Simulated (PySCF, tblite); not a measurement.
# GeH₄: NMR shieldings

Wanted: NMR shieldings for GeH₄ (`[GeH4]`).

Computed with tblite 0.8.0 and PySCF 2.14.0 and routines of our own; the level stands in each step. Atoms count from 0.

## 1. The system as given

5 atoms, charge 0, multiplicity 1; geometry from: force field or distance geometry start.

## 2. Optimising the geometry with GFN2-xTB

What the job is given:

```
{"job": {"kind": "relax", "xc": "GFN2-xTB", "basis": "xTB"}, "charge": 0, "multiplicity": 1}
Ge     0.008100    -0.003100    -0.002600
H     -0.631000    -0.889200    -1.112900
H      0.588600    -0.899400     1.126100
H     -1.090800     0.938200     0.580700
H      1.133700     0.856400    -0.608400
```

Started as:

```
OMP_NUM_THREADS=1 python heavy_run.py task.json out
```

The driver reads the jobs from task.json and runs them one after another.

Standard output:

```text
step      E/eV     max force
  0    -107.29679    0.903
  1    -107.33483    0.769
  2    -107.41128    0.544
  3    -107.42662    0.111
  4    -107.42770    0.053
  5    -107.42779    0.026
  6    -107.42782    0.022
  7    -107.42787    0.030
  8    -107.42792    0.032
  9    -107.42795    0.022
 10    -107.42797    0.007
```

Run time: 0.02 s. Hardware: 1 thread of Arm Neoverse V1, shared host.

The steps of the relaxation:

| step | energy from step 0 (eV) | largest force (eV/Å) |
| --- | --- | --- |
| 0 | 0.0000 | 0.9028 |
| 1 | -0.0380 | 0.7692 |
| 2 | -0.1145 | 0.5437 |
| 3 | -0.1298 | 0.1114 |
| 4 | -0.1309 | 0.0526 |
| 5 | -0.1310 | 0.0261 |
| 6 | -0.1310 | 0.0217 |
| 7 | -0.1311 | 0.0300 |
| 8 | -0.1311 | 0.0315 |
| 9 | -0.1312 | 0.0222 |
| 10 | -0.1312 | 0.0070 |

Distances of close pairs at the start and the end, largest changes first:

| bond | before (Å) | after (Å) | change (Å) |
| --- | --- | --- | --- |
| Ge0–H3 | 1.560 | 1.483 | -0.077 |
| Ge0–H1 | 1.558 | 1.483 | -0.075 |
| Ge0–H2 | 1.554 | 1.482 | -0.071 |
| Ge0–H4 | 1.540 | 1.482 | -0.058 |

The final coordinates are the input of the step that follows.

## 3. Harmonic vibrations with GFN2-xTB

What the job is given:

```
{"job": {"kind": "ir", "xc": "GFN2-xTB", "basis": "xTB"}, "charge": 0, "multiplicity": 1}
Ge     0.001930     0.000896    -0.003615
H     -0.596829    -0.852020    -1.058228
H      0.553671    -0.858060     1.071360
H     -1.040422     0.891523     0.560996
H      1.090272     0.820514    -0.587699
```

Standard output:

```text
mode    cm-1     km/mol
  1     765.5    331.88
  2     765.8    331.65
  3     766.3    332.12
  4     913.0      0.00
  5     913.8      0.00
  6    2057.6      0.04
  7    2165.5    415.26
  8    2166.6    415.43
  9    2167.5    415.35
```

It took 0.03 s on 1 thread of Arm Neoverse V1, shared host.

The strongest bands and the atoms that carry them (share of the mass-weighted mode):

| cm⁻¹ | km/mol | atoms |
| --- | --- | --- |
| 766 | 331.9 | H4 33 %, H2 28 %, H3 22 %, H1 13 % |
| 766 | 331.6 | H1 35 %, H4 32 %, H3 20 % |
| 766 | 332.1 | H2 36 %, H3 30 %, H1 24 % |
| 2166 | 415.3 | H3 62 %, H1 34 % |
| 2167 | 415.4 | H2 53 %, H1 34 % |
| 2168 | 415.4 | H4 70 %, H2 20 % |

## 4. Geometry optimisation at PBE0-D3(BJ)/def2-SVP

What the job is given:

```
{"job": {"xc": "PBE0", "basis": "def2-SVP", "d3": "d3bj", "grid": 1, "maxiter": 30, "shake": 0.01, "kind": "geom"}, "charge": 0, "multiplicity": 1}
Ge     0.022340    -0.024660     0.000570
H     -0.602510    -0.856550    -1.060380
H      0.533470    -0.860380     1.062710
H     -1.007190     0.893780     0.557470
H      1.087460     0.813830    -0.598250
```

Standard output:

```text
step   0  E = -2078.85100230  max force = 0.026878
step   1  E = -2078.85660304  max force = 0.007008
step   2  E = -2078.85705244  max force = 0.001155
step   3  E = -2078.85705832  max force = 0.000136
optimisation converged
```

Run time: 2.8 s. Hardware: 1 thread of Arm Neoverse V1, shared host; peak memory 0.27 GiB.

Step by step:

| step | energy from step 0 (eV) | largest force component (eV/Å) |
| --- | --- | --- |
| 0 | 0.0000 | 1.3821 |
| 1 | -0.1524 | 0.3604 |
| 2 | -0.1646 | 0.0594 |
| 3 | -0.1648 | 0.0070 |

Close pairs (by a distance rule), those that changed most:

| bond | before (Å) | after (Å) | change (Å) |
| --- | --- | --- | --- |
| Ge0–H2 | 1.445 | 1.537 | +0.092 |
| Ge0–H4 | 1.482 | 1.537 | +0.055 |
| Ge0–H1 | 1.486 | 1.537 | +0.051 |
| Ge0–H3 | 1.488 | 1.537 | +0.049 |

The end geometry stands in the next job.

| at the end point | value |
| --- | --- |
| point group (found at 0.08 Å tolerance) | Td |
| rotational constants (GHz, main isotopes) | 79.620, 79.603, 79.558 |
| dipole moment (D) | 0.00 |

## 5. NMR shieldings: PBE/pcJ-1 Ge:dyall-v2z (PBE), spin–orbit

What the job is given:

```
{"job": {"kind": "hnmr", "xc": "PBE", "basis": {"default": "pcJ-1", "Ge": "dyall-v2z"}, "rel": "so"}, "charge": 0, "multiplicity": 1}
Ge     0.072252     0.224090    -0.171857
H     -0.567639    -0.652652    -1.260070
H      0.622858    -0.672024     0.949102
H     -0.986123     1.176079     0.408207
H      1.219138     1.044893    -0.782757
```

With the program's defaults for keys left out, this is: PBE/pcJ-1 Ge:dyall-v2z GIAO NMR shielding, X2C with spin-orbit coupling, screened-nuclear two-electron part, Gaussian nuclei, gas phase.

Standard output:

```text
spin-free SCF
coarse grid: 17304 points
cycle   1  E = -2100.9076568445  dE = -2.170e-01  |g| = 5.334e-01  |ddm| = 1.486e+00
cycle   2  E = -2100.8888940647  dE =  1.876e-02  |g| = 8.496e-01  |ddm| = 2.984e-01
cycle   3  E = -2100.9227424015  dE = -3.385e-02  |g| = 1.986e-02  |ddm| = 1.822e-01
cycle   4  E = -2100.9228058358  dE = -6.343e-05  |g| = 5.722e-03  |ddm| = 2.726e-02
cycle   5  E = -2100.9228139995  dE = -8.164e-06  |g| = 4.292e-03  |ddm| = 1.189e-02
cycle   6  E = -2100.9228173291  dE = -3.330e-06  |g| = 1.470e-04  |ddm| = 3.970e-03
final grid: 34528 points
cycle   7  E = -2100.9229780780  dE = -1.066e-07  |g| = 8.564e-04  |ddm| = 2.878e-04
cycle   8  E = -2100.9229780790  dE = -1.002e-09  |g| = 9.636e-05  |ddm| = 2.478e-04
converged SCF energy = -2100.9229780790
two-component SCF
cycle   1  E = -2100.8856220575  dE = -2.101e+03  |FDS-SDF| = 1.506e+01
cycle   2  E = -2100.9660725782  dE = -8.045e-02  |FDS-SDF| = 4.765e-03
cycle   3  E = -2100.9660725877  dE = -9.481e-09  |FDS-SDF| = 1.614e-03
cycle   4  E = -2100.9660725705  dE =  1.717e-08  |FDS-SDF| = 1.466e-03
cycle   5  E = -2100.9660726702  dE = -9.969e-08  |FDS-SDF| = 7.743e-05
cycle   6  E = -2100.9660726707  dE = -4.643e-10  |FDS-SDF| = 1.244e-05
converged, E = -2100.9660726707

Field gradients (au) and densities at the nuclei (bohr^-3)
atom        Vxx        Vyy        Vzz        centre      nuclear mean
  0 Ge    -0.0003    -0.0011     0.0014      29280.119      29250.648
  1 H     -0.0679    -0.0679     0.1359          0.414          0.414
  2 H     -0.0679    -0.0679     0.1358          0.414          0.414
  3 H     -0.0679    -0.0679     0.1358          0.414          0.414
  4 H     -0.0679    -0.0679     0.1359          0.414          0.414
without picture change
  0 Ge                           0.0015                     45069.259

Core orbital energies (eV)
atom   shell        mean    spread
  0 Ge 1s       -10948.384   0.000
  0 Ge 2s        -1369.659   0.000
  0 Ge 3s         -167.618   0.000
  0 Ge 4s          -14.196   0.000
  0 Ge 2p1/2     -1217.946   0.000
  0 Ge 2p3/2     -1186.444   0.000
  0 Ge 3p1/2      -117.669   0.000
  0 Ge 3p3/2      -113.418   0.000
  0 Ge 3d3/2       -28.978   0.000
  0 Ge 3d5/2       -28.416   0.056

Shielding tensors (ppm)
atom      isotropic    diamagn.    paramagn.     s11        s22        s33       span
  0 Ge     1824.38     2650.80     -826.42    1824.11    1824.29    1824.75       0.65
  1 H        27.75       27.81       -0.06      22.56      22.56      38.15      15.59
  2 H        27.75       27.89       -0.14      22.55      22.55      38.15      15.59
  3 H        27.75       27.79       -0.03      22.56      22.56      38.15      15.59
  4 H        27.76       27.70        0.06      22.56      22.56      38.15      15.59
```

Wall time 6.1 s (1 thread of Arm Neoverse V1, shared host); peak memory 0.55 GiB.

In short:

| quantity | value |
| --- | --- |
| energy from spin-orbit coupling | -0.0431 Eh |

## 6. NMR shieldings: KT2/pcJ-1 Ge:dyall-v2z (KT2), spin–orbit

What the job is given:

```
{"job": {"kind": "hnmr", "xc": "KT2", "basis": {"default": "pcJ-1", "Ge": "dyall-v2z"}, "rel": "so"}, "charge": 0, "multiplicity": 1}
Ge     0.072252     0.224090    -0.171857
H     -0.567639    -0.652652    -1.260070
H      0.622858    -0.672024     0.949102
H     -0.986123     1.176079     0.408207
H      1.219138     1.044893    -0.782757
```

With the program's defaults for keys left out, this is: KT2/pcJ-1 Ge:dyall-v2z GIAO NMR shielding, X2C with spin-orbit coupling, screened-nuclear two-electron part, Gaussian nuclei, gas phase.

Standard output:

```text
spin-free SCF
coarse grid: 17304 points
cycle   1  E = -2110.0563991333  dE = -2.184e-01  |g| = 9.722e-01  |ddm| = 1.484e+00
cycle   2  E = -2110.0572372554  dE = -8.381e-04  |g| = 3.005e-01  |ddm| = 1.394e-01
cycle   3  E = -2110.0558582816  dE =  1.379e-03  |g| = 3.310e-01  |ddm| = 1.129e-01
cycle   4  E = -2110.0606766559  dE = -4.818e-03  |g| = 2.298e-02  |ddm| = 7.340e-02
cycle   5  E = -2110.0607278234  dE = -5.117e-05  |g| = 3.263e-03  |ddm| = 1.604e-02
cycle   6  E = -2110.0607310786  dE = -3.255e-06  |g| = 2.209e-04  |ddm| = 4.278e-03
final grid: 34528 points
cycle   7  E = -2110.0608055184  dE = -8.976e-07  |g| = 1.850e-02  |ddm| = 4.352e-04
cycle   8  E = -2110.0608055032  dE =  1.524e-08  |g| = 8.300e-04  |ddm| = 4.205e-04
cycle   9  E = -2110.0608054539  dE =  4.921e-08  |g| = 1.194e-03  |ddm| = 5.682e-04
cycle  10  E = -2110.0608055309  dE = -7.696e-08  |g| = 2.328e-05  |ddm| = 3.141e-04
cycle  11  E = -2110.0608055310  dE = -1.355e-10  |g| = 5.180e-06  |ddm| = 3.198e-05
converged SCF energy = -2110.0608055310
two-component SCF
cycle   1  E = -2110.0232663241  dE = -2.110e+03  |FDS-SDF| = 1.510e+01
cycle   2  E = -2110.1039090330  dE = -8.064e-02  |FDS-SDF| = 4.875e-03
cycle   3  E = -2110.1039090376  dE = -4.612e-09  |FDS-SDF| = 1.584e-03
cycle   4  E = -2110.1039090213  dE =  1.633e-08  |FDS-SDF| = 1.471e-03
cycle   5  E = -2110.1039091269  dE = -1.057e-07  |FDS-SDF| = 6.279e-05
cycle   6  E = -2110.1039091272  dE = -2.592e-10  |FDS-SDF| = 4.083e-06
converged, E = -2110.1039091272

Field gradients (au) and densities at the nuclei (bohr^-3)
atom        Vxx        Vyy        Vzz        centre      nuclear mean
  0 Ge    -0.0003    -0.0011     0.0014      29664.697      29632.981
  1 H     -0.0674    -0.0675     0.1349          0.429          0.429
  2 H     -0.0674    -0.0674     0.1348          0.429          0.429
  3 H     -0.0674    -0.0674     0.1348          0.429          0.429
  4 H     -0.0674    -0.0675     0.1349          0.429          0.429
without picture change
  0 Ge                           0.0015                     45745.358

Core orbital energies (eV)
atom   shell        mean    spread
  0 Ge 1s       -10990.792   0.000
  0 Ge 2s        -1377.727   0.000
  0 Ge 3s         -169.962   0.000
  0 Ge 4s          -14.257   0.000
  0 Ge 2p1/2     -1223.924   0.000
  0 Ge 2p3/2     -1192.281   0.000
  0 Ge 3p1/2      -119.215   0.000
  0 Ge 3p3/2      -114.958   0.000
  0 Ge 3d3/2       -29.642   0.000
  0 Ge 3d5/2       -29.073   0.054

Shielding tensors (ppm)
atom      isotropic    diamagn.    paramagn.     s11        s22        s33       span
  0 Ge     1883.50     2657.86     -774.36    1883.24    1883.41    1883.86       0.62
  1 H        27.89       27.93       -0.04      22.75      22.75      38.18      15.43
  2 H        27.89       28.01       -0.12      22.74      22.74      38.17      15.43
  3 H        27.89       27.90       -0.01      22.75      22.75      38.17      15.42
  4 H        27.90       27.82        0.08      22.76      22.76      38.18      15.42
```

Run time: 6.2 s. Hardware: 1 thread of Arm Neoverse V1, shared host; peak memory 0.55 GiB.

Key values:

| quantity | value |
| --- | --- |
| energy from spin-orbit coupling | -0.0431 Eh |

## 7. NMR shieldings: B3LYP/pcJ-1 Ge:dyall-v2z (B3LYP), spin–orbit

What the job is given:

```
{"job": {"kind": "hnmr", "xc": "B3LYP", "basis": {"default": "pcJ-1", "Ge": "dyall-v2z"}, "rel": "so"}, "charge": 0, "multiplicity": 1}
Ge     0.072252     0.224090    -0.171857
H     -0.567639    -0.652652    -1.260070
H      0.622858    -0.672024     0.949102
H     -0.986123     1.176079     0.408207
H      1.219138     1.044893    -0.782757
```

Level: B3LYP/pcJ-1 Ge:dyall-v2z GIAO NMR shielding, X2C with spin-orbit coupling, screened-nuclear two-electron part, Gaussian nuclei, gas phase.

Standard output:

```text
spin-free SCF
coarse grid: 17304 points
cycle   1  E = -2101.2733026900  dE = -2.478e-01  |g| = 3.751e-01  |ddm| = 1.484e+00
cycle   2  E = -2101.2664445555  dE =  6.858e-03  |g| = 5.767e-01  |ddm| = 2.208e-01
cycle   3  E = -2101.2819536028  dE = -1.551e-02  |g| = 2.507e-02  |ddm| = 1.170e-01
cycle   4  E = -2101.2820006352  dE = -4.703e-05  |g| = 3.458e-03  |ddm| = 1.141e-02
cycle   5  E = -2101.2820018606  dE = -1.225e-06  |g| = 6.178e-04  |ddm| = 2.694e-03
final grid: 34528 points
cycle   6  E = -2101.2820977281  dE = -2.370e-08  |g| = 9.970e-04  |ddm| = 1.334e-03
cycle   7  E = -2101.2820976645  dE =  6.359e-08  |g| = 1.660e-03  |ddm| = 1.136e-03
cycle   8  E = -2101.2820978262  dE = -1.617e-07  |g| = 1.041e-04  |ddm| = 4.488e-04
cycle   9  E = -2101.2820978290  dE = -2.731e-09  |g| = 1.650e-06  |ddm| = 1.165e-04
converged SCF energy = -2101.2820978290
two-component SCF
cycle   1  E = -2101.2447661455  dE = -2.101e+03  |FDS-SDF| = 1.505e+01
cycle   2  E = -2101.3251254127  dE = -8.036e-02  |FDS-SDF| = 5.748e-02
cycle   3  E = -2101.3251624361  dE = -3.702e-05  |FDS-SDF| = 1.918e-03
cycle   4  E = -2101.3251626820  dE = -2.458e-07  |FDS-SDF| = 1.613e-03
cycle   5  E = -2101.3251627900  dE = -1.080e-07  |FDS-SDF| = 3.026e-04
cycle   6  E = -2101.3251627965  dE = -6.489e-09  |FDS-SDF| = 2.730e-05
converged, E = -2101.3251627965

Field gradients (au) and densities at the nuclei (bohr^-3)
atom        Vxx        Vyy        Vzz        centre      nuclear mean
  0 Ge    -0.0003    -0.0013     0.0017      29255.830      29226.385
  1 H     -0.0681    -0.0681     0.1362          0.423          0.423
  2 H     -0.0680    -0.0681     0.1361          0.423          0.423
  3 H     -0.0680    -0.0680     0.1361          0.423          0.423
  4 H     -0.0681    -0.0681     0.1362          0.423          0.423
without picture change
  0 Ge                           0.0017                     45026.712

Core orbital energies (eV)
atom   shell        mean    spread
  0 Ge 1s       -10995.486   0.000
  0 Ge 2s        -1386.850   0.000
  0 Ge 3s         -174.450   0.000
  0 Ge 4s          -15.692   0.000
  0 Ge 2p1/2     -1232.629   0.000
  0 Ge 2p3/2     -1200.906   0.000
  0 Ge 3p1/2      -123.314   0.000
  0 Ge 3p3/2      -118.979   0.000
  0 Ge 3d3/2       -32.272   0.000
  0 Ge 3d5/2       -31.689   0.051

Shielding tensors (ppm)
atom      isotropic    diamagn.    paramagn.     s11        s22        s33       span
  0 Ge     1839.40     2650.06     -810.67    1839.13    1839.31    1839.76       0.63
  1 H        27.95       28.00       -0.06      22.74      22.74      38.36      15.62
  2 H        27.94       28.08       -0.14      22.74      22.74      38.36      15.62
  3 H        27.95       27.98       -0.03      22.74      22.74      38.35      15.61
  4 H        27.95       27.89        0.06      22.74      22.74      38.36      15.62
```

It took 12 s on 1 thread of Arm Neoverse V1, shared host; peak memory 0.68 GiB.

In short:

| quantity | value |
| --- | --- |
| energy from spin-orbit coupling | -0.0431 Eh |

## 8. NMR shieldings: BHandHLYP/pcJ-1 Ge:dyall-v2z (BHandHLYP), spin–orbit

What the job is given:

```
{"job": {"kind": "hnmr", "xc": "BHandHLYP", "basis": {"default": "pcJ-1", "Ge": "dyall-v2z"}, "rel": "so"}, "charge": 0, "multiplicity": 1}
Ge     0.072252     0.224090    -0.171857
H     -0.567639    -0.652652    -1.260070
H      0.622858    -0.672024     0.949102
H     -0.986123     1.176079     0.408207
H      1.219138     1.044893    -0.782757
```

Level: BHandHLYP/pcJ-1 Ge:dyall-v2z GIAO NMR shielding, X2C with spin-orbit coupling, screened-nuclear two-electron part, Gaussian nuclei, gas phase.

Standard output:

```text
spin-free SCF
coarse grid: 17304 points
cycle   1  E = -2101.1708596066  dE = -2.913e-01  |g| = 2.630e-01  |ddm| = 1.466e+00
cycle   2  E = -2101.1722782012  dE = -1.419e-03  |g| = 3.224e-01  |ddm| = 1.719e-01
cycle   3  E = -2101.1771389755  dE = -4.861e-03  |g| = 1.153e-02  |ddm| = 6.673e-02
cycle   4  E = -2101.1771763447  dE = -3.737e-05  |g| = 5.899e-03  |ddm| = 1.932e-02
cycle   5  E = -2101.1771810128  dE = -4.668e-06  |g| = 6.017e-04  |ddm| = 4.614e-03
final grid: 34528 points
cycle   6  E = -2101.1772462866  dE = -3.731e-08  |g| = 8.097e-04  |ddm| = 8.378e-04
cycle   7  E = -2101.1772462765  dE =  1.009e-08  |g| = 1.040e-03  |ddm| = 4.836e-04
cycle   8  E = -2101.1772463251  dE = -4.856e-08  |g| = 3.638e-05  |ddm| = 1.948e-04
cycle   9  E = -2101.1772463253  dE = -1.874e-10  |g| = 3.444e-06  |ddm| = 2.946e-05
converged SCF energy = -2101.1772463253
two-component SCF
cycle   1  E = -2101.1399974256  dE = -2.101e+03  |FDS-SDF| = 1.502e+01
cycle   2  E = -2101.2199464320  dE = -7.995e-02  |FDS-SDF| = 1.390e-01
cycle   3  E = -2101.2201310021  dE = -1.846e-04  |FDS-SDF| = 7.508e-03
cycle   4  E = -2101.2201354827  dE = -4.481e-06  |FDS-SDF| = 1.192e-03
cycle   5  E = -2101.2201357535  dE = -2.707e-07  |FDS-SDF| = 9.929e-04
cycle   6  E = -2101.2201358121  dE = -5.865e-08  |FDS-SDF| = 9.914e-05
cycle   7  E = -2101.2201358185  dE = -6.343e-09  |FDS-SDF| = 1.360e-05
converged, E = -2101.2201358185

Field gradients (au) and densities at the nuclei (bohr^-3)
atom        Vxx        Vyy        Vzz        centre      nuclear mean
  0 Ge    -0.0004    -0.0016     0.0020      29237.648      29208.309
  1 H     -0.0686    -0.0686     0.1372          0.416          0.416
  2 H     -0.0685    -0.0685     0.1371          0.416          0.416
  3 H     -0.0685    -0.0685     0.1370          0.416          0.416
  4 H     -0.0686    -0.0686     0.1372          0.416          0.416
without picture change
  0 Ge                           0.0021                     44991.423

Core orbital energies (eV)
atom   shell        mean    spread
  0 Ge 1s       -11065.674   0.000
  0 Ge 2s        -1412.253   0.000
  0 Ge 3s         -184.742   0.000
  0 Ge 4s          -17.669   0.000
  0 Ge 2p1/2     -1253.532   0.000
  0 Ge 2p3/2     -1221.500   0.000
  0 Ge 3p1/2      -131.574   0.000
  0 Ge 3p3/2      -127.131   0.000
  0 Ge 3d3/2       -36.808   0.000
  0 Ge 3d5/2       -36.193   0.055

Shielding tensors (ppm)
atom      isotropic    diamagn.    paramagn.     s11        s22        s33       span
  0 Ge     1895.86     2649.90     -754.04    1895.61    1895.78    1896.20       0.60
  1 H        28.00       28.08       -0.08      22.74      22.74      38.52      15.78
  2 H        28.00       28.16       -0.16      22.74      22.74      38.52      15.78
  3 H        28.00       28.05       -0.05      22.74      22.74      38.52      15.78
  4 H        28.00       27.96        0.04      22.74      22.74      38.52      15.78
```

Wall time 12 s (1 thread of Arm Neoverse V1, shared host); peak memory 0.68 GiB.

In short:

| quantity | value |
| --- | --- |
| energy from spin-orbit coupling | -0.0429 Eh |

## 9. Shieldings side by side

| run | Ge0 | H2 | H1 | H3 | H4 | time |
| --- | --- | --- | --- | --- | --- | --- |
| step 5, PBE/pcJ-1 Ge:dyall-v2z (PBE), spin–orbit | 1824.4 | 27.8 | 27.8 | 27.8 | 27.8 | 6.1 s |
| step 6, KT2/pcJ-1 Ge:dyall-v2z (KT2), spin–orbit | 1883.5 | 27.9 | 27.9 | 27.9 | 27.9 | 6.2 s |
| step 7, B3LYP/pcJ-1 Ge:dyall-v2z (B3LYP), spin–orbit | 1839.4 | 27.9 | 27.9 | 27.9 | 27.9 | 12 s |
| step 8, BHandHLYP/pcJ-1 Ge:dyall-v2z (BHandHLYP), spin–orbit | 1895.9 | 28.0 | 28.0 | 28.0 | 28.0 | 12 s |

## 10. What came out

| quantity | value |
| --- | --- |
| strongest single infrared mode (GFN2-xTB) | 2167 cm⁻¹, 415 km/mol |
| zero-point energy (GFN2-xTB) | 18.1 kcal/mol |
| point group | Td |
| rotational constants (main isotopes) | 79.62, 79.60, 79.56 GHz |
| energy from spin-orbit coupling (step 5, PBE/pcJ-1 Ge:dyall-v2z (PBE), spin–orbit) | -0.0431 Eh |
| shieldings (step 5, PBE/pcJ-1 Ge:dyall-v2z (PBE), spin–orbit) | Ge0 1824.4, H1 27.8, H2 27.8, H3 27.8, H4 27.8 ppm |
| energy from spin-orbit coupling (step 6, KT2/pcJ-1 Ge:dyall-v2z (KT2), spin–orbit) | -0.0431 Eh |
| shieldings (step 6, KT2/pcJ-1 Ge:dyall-v2z (KT2), spin–orbit) | Ge0 1883.5, H1 27.9, H2 27.9, H3 27.9, H4 27.9 ppm |
| energy from spin-orbit coupling (step 7, B3LYP/pcJ-1 Ge:dyall-v2z (B3LYP), spin–orbit) | -0.0431 Eh |
| shieldings (step 7, B3LYP/pcJ-1 Ge:dyall-v2z (B3LYP), spin–orbit) | Ge0 1839.4, H1 27.9, H2 27.9, H3 27.9, H4 27.9 ppm |
| energy from spin-orbit coupling (step 8, BHandHLYP/pcJ-1 Ge:dyall-v2z (BHandHLYP), spin–orbit) | -0.0429 Eh |
| shieldings (step 8, BHandHLYP/pcJ-1 Ge:dyall-v2z (BHandHLYP), spin–orbit) | Ge0 1895.9, H1 28.0, H2 28.0, H3 28.0, H4 28.0 ppm |

**Reading.** No mode is imaginary among the 9: a minimum at this level. GFN2-xTB is a fitted tight-binding method: band positions and strengths are rough. Its intensities can rank the bands wrongly. Over 3 steps the energy fell by 0.165 eV; of the close pairs, Ge0–H2 changed most, 1.445 to 1.537 Å (PBE0/def2-SVP). Ge0 moves most between the runs, by 71 ppm; the labels say what changes from run to run.
